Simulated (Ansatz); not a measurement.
# CH₇BClNSi, SMILES C[SiH2]B(N)Cl: energies of removing a hydrogen

Program: the Python package of Ansatz (0.2.0).

Run as a notebook:

**Cell 1**
```python
import ansatz as az
```

**Cell 2**
```python
def energy(molecule, charge=0, unpaired=0):
    calc = (
        molecule.calculation()
        .basis(gaussian="def2-SVP")
        .correlation("MP2")
    )
    if charge:
        calc = calc.charge(charge)
    if unpaired:
        calc = calc.spin("collinear", total=unpaired)
    report = calc.run(threads=1, backend="cpu").report
    if report["published_state_doubts"]:
        print("  doubts:", report["published_state_doubts"])
    return report["free_energy_ev"]
```

**Cell 3**
```python
def without(molecule, index):
    rest = az.Crystal.molecule()
    for i, site in enumerate(molecule.cartesian_sites):
        if i != index:
            rest = rest.atom(site.symbol, site.position_ang)
    return rest

geometry_ang = [
    ("C", (-1.7186, 0.2189, -0.9102)),
    ("Si", (-0.262, -0.6481, -0.3031)),
    ("B", (0.884, 0.5737, 0.6438)),
    ("N", (2.2919, 0.0757, 1.2571)),
    ("Cl", (0.4595, 2.3407, 0.8227)),
    ("H", (-1.4535, 1.094, -1.6083)),
    ("H", (-2.399, -0.4413, -1.4623)),
    ("H", (-2.2803, 0.7123, -0.0684)),
    ("H", (0.472, -1.202, -1.4022)),
    ("H", (-0.6758, -1.7247, 0.6252)),
    ("H", (1.963, -0.7087, 1.9392)),
    ("H", (2.7958, -0.3455, 0.5005)),
]
ch7bclnsi = az.Crystal.molecule()
for symbol, xyz in geometry_ang:
    ch7bclnsi = ch7bclnsi.atom(symbol, xyz)
```

**Cell 4**
```python
whole = energy(ch7bclnsi, 0)
hydrogen = energy(az.Crystal.molecule().atom("H", (0, 0, 0)), 0, 1)
print(f"E(molecule) = {whole:.5f} eV, E(H) = {hydrogen:.5f} eV")
for index in [7, 9, 11]:
    radical = energy(without(ch7bclnsi, index), 0, 1)
    print(f"H{index}: homolysis {96.485332 * (radical + hydrogen - whole):.1f} kJ/mol")
```
Output:
```text
E(molecule) = -23669.66250 eV, E(H) = -13.58606 eV
H7: homolysis 464.2 kJ/mol
H9: homolysis 359.3 kJ/mol
H11: homolysis 423.4 kJ/mol
```

What to keep in mind:
- These settings explore the input space; basis and method may be short of convergence.
- The geometry is a force-field or estimated start, not a minimum of this method, and the basis set is short of its limit. All parts are taken at fixed geometry, without zero-point energy.
- Timing: 12 s on 1 thread of Arm Neoverse V2, with other jobs on the host, peak memory 0.36 GiB.
